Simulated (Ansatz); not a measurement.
# Pd (Pd, dhcp): the cost of one run

Method: DFT BLYP, plane waves (420 eV) with PAW, scalar-relativistic; PBE-made PAW files, in Ansatz 0.2.0.

## Step 1: The structure to begin with

It takes space group P6_3/mmc (No. 194, hexagonal). Conventional cell: a = 2.751 Å, b = 2.751 Å, c = 8.983 Å, α = 90.00°, β = 90.00°, γ = 120.00°. Pd (site symmetry -3m) is surrounded by 12 Pd at 2.75 Å. Around Pd (site symmetry -6m2) lie 12 Pd at 2.75 Å.

Coordinates:

```cif
data_structure
_symmetry_space_group_name_H-M 'P 1'
_symmetry_Int_Tables_number 1
_cell_length_a 2.7505
_cell_length_b 2.7505
_cell_length_c 8.9831
_cell_angle_alpha 90.000
_cell_angle_beta 90.000
_cell_angle_gamma 120.000
_cell_volume 58.85
loop_
_atom_site_label
_atom_site_type_symbol
_atom_site_fract_x
_atom_site_fract_y
_atom_site_fract_z
_atom_site_occupancy
Pd1 Pd 0.00000 0.00000 0.00000 1
Pd2 Pd 0.00000 0.00000 0.50000 1
Pd3 Pd 0.33333 0.66667 0.25000 1
Pd4 Pd 0.66667 0.33333 0.75000 1
```

Starting moments (μB): +0.5 ×2, -0.5 ×2.

## Step 2: Geometry optimisation

File input.yaml:

```yaml
crystal:
  lattice:
    - [2.7505001182, 0.0, 0.0]
    - [-1.3752500591, 2.3820029755, 0.0]
    - [0.0, 0.0, 8.9831333861]
  atoms:
    - { symbol: Pd, position: [0.0, 0.0, 0.0], spin: 0.5 }
    - { symbol: Pd, position: [0.0, 0.0, 0.5], spin: 0.5 }
    - { symbol: Pd, position: [0.3333333333, 0.6666666667, 0.25], spin: -0.5 }
    - { symbol: Pd, position: [0.6666666667, 0.3333333333, 0.75], spin: -0.5 }
hamiltonian:
  xc: blyp
  pseudopotentials:
    kind: paw
    azcp:
      Pd: "pseudopotentials/Pd.paw.azcp"
basis:
  ecutwfc: 420
  fft_grid_basis: typed
kpoints:
  mp_grid: { grid: [13, 13, 4], shift: [0, 0, 0] }
magnetization:
  spin_polarized: true
scf:
  occupations: { method: fermi_dirac, width: 0.05 }
relax:
  max_steps: 60
  f_tol: 0.01
  cell: {}
```

What time and memory should one allow on 2 threads of Arm Neoverse V2, shared host?

About 89 s, with a peak of 0.49 GiB.
